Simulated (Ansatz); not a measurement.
# C2H2ClSi radical: a ladder of functionals and wavefunction methods

An exercise on one series of results from a longer session: the logs are not shown, and one member is left open.

Computed with Ansatz 0.2.0, Gaussian basis. Level: functionals in def2-TZVPP, the program's frozen cores in correlated methods.

Levels to be run: LDA (SPW92), PBE-D4, revPBE-D4, BLYP-D4, r2SCAN-D4, B97M-V, PBE0-D4, B3LYP-D4, r2SCANh-D4, r2SCAN0-D4, HSE06-D4, BHLYP-D4, CAM-B3LYP-D4, LC-ωPBE, ωB97X-V, ωB97M-V, B2PLYP, PBE-QIDH; CCSD(T)/def2-SVP; CCSD(T)/def2-TZVPP; MP2/def2-QZVPP; extrapolation to the limit; RPA on PBE.

**The relaxed structure**

An earlier PBE0-D4 in a triple-zeta def2 set relaxation fixed the geometry.

SMILES `[C]#C[SiH2]Cl`, 6 atoms, charge 0, spin multiplicity 2.

Atoms are counted from 1 here; the program's logs count them from 0.

Bond lengths: C1–C2 1.212 Å, C2–Si3 1.820 Å, Si3–Cl4 2.045 Å, Si3–H5 1.477 Å, Si3–H6 1.477 Å. Angles: C1–C2–Si3 178.6°, C2–Si3–Cl4 109.3°, C2–Si3–H5 109.2°, C2–Si3–H6 109.2°, Cl4–Si3–H5 108.7°, Cl4–Si3–H6 108.7°, H5–Si3–H6 111.7°.

The first run:

File in.yaml:

```yaml
crystal:
  periodic: [false, false, false]
  atoms:
    - {symbol: C, position_ang: [0.868417, -2.059190, 1.138406]}
    - {symbol: C, position_ang: [0.473022, -1.050846, 0.595019]}
    - {symbol: Si, position_ang: [-0.084716, 0.485355, -0.205981]}
    - {symbol: Cl, position_ang: [-1.795471, 0.115179, -1.263949]}
    - {symbol: H, position_ang: [0.959476, 0.950807, -1.141580]}
    - {symbol: H, position_ang: [-0.378730, 1.494695, 0.831884]}
basis:
  gaussian: {orbitals: def2-TZVPP}
magnetization: {spin_polarized: true, initial_magnetization: 1}
hamiltonian: {xc: lda}
output: {orbitals: {seedname: orbitals}}
```

Steps of the session up to this table: LDA; PBE-D4 (GGA); revPBE-D4 (GGA); BLYP-D4 (GGA); r2SCAN-D4 (meta-GGA); B97M-V (meta-GGA); PBE0-D4 (hybrid); B3LYP-D4 (hybrid); r2SCANh-D4 (hybrid); r2SCAN0-D4 (hybrid); HSE06-D4 (hybrid); BHLYP-D4 (hybrid); CAM-B3LYP-D4 (range-separated); LC-ωPBE-D4 (range-separated; the results give it without D4); ωB97X-V (range-separated); ωB97M-V (range-separated); B2PLYP (double hybrid); PBE-QIDH (double hybrid).

One of the session's tables, all rows but one given; the rest of the session is left out.

It belongs to the step «Orbital energies across the functionals». 

| functional | HOMO (eV) | LUMO (eV) | gap (eV) |
| --- | --- | --- | --- |
| LDA (SPW92) | -7.50 | -6.94 | 0.55 |
| PBE-D4 | -7.40 | -6.39 | 1.00 |
| revPBE-D4 | -7.34 | -6.21 | 1.14 |
| BLYP-D4 | -7.24 | -6.52 | 0.72 |
| r2SCAN-D4 | -7.64 | -5.60 | 2.04 |
| B97M-V | -7.65 | -6.21 | 1.44 |
| PBE0-D4 | ? | ? | ? |
| B3LYP-D4 | -8.41 | -5.65 | 2.76 |
| r2SCANh-D4 | -8.10 | -5.15 | 2.96 |
| r2SCAN0-D4 | -8.79 | -4.47 | 4.32 |
| HSE06-D4 | -8.23 | -5.42 | 2.81 |
| BHLYP-D4 | -9.73 | -3.96 | 5.78 |
| CAM-B3LYP-D4 | -10.01 | -4.12 | 5.89 |
| LC-ωPBE | -11.44 | -2.29 | 9.16 |
| ωB97X-V | -11.04 | -3.19 | 7.85 |
| ωB97M-V | -10.86 | -3.21 | 7.65 |

Estimate the missing values for PBE0-D4.

As computed: HOMO (eV): -8.64; LUMO (eV): -5.03; gap (eV): 3.61. In the column «HOMO (eV)» it lies between r2SCAN0-D4 (-8.79) and B3LYP-D4 (-8.41).
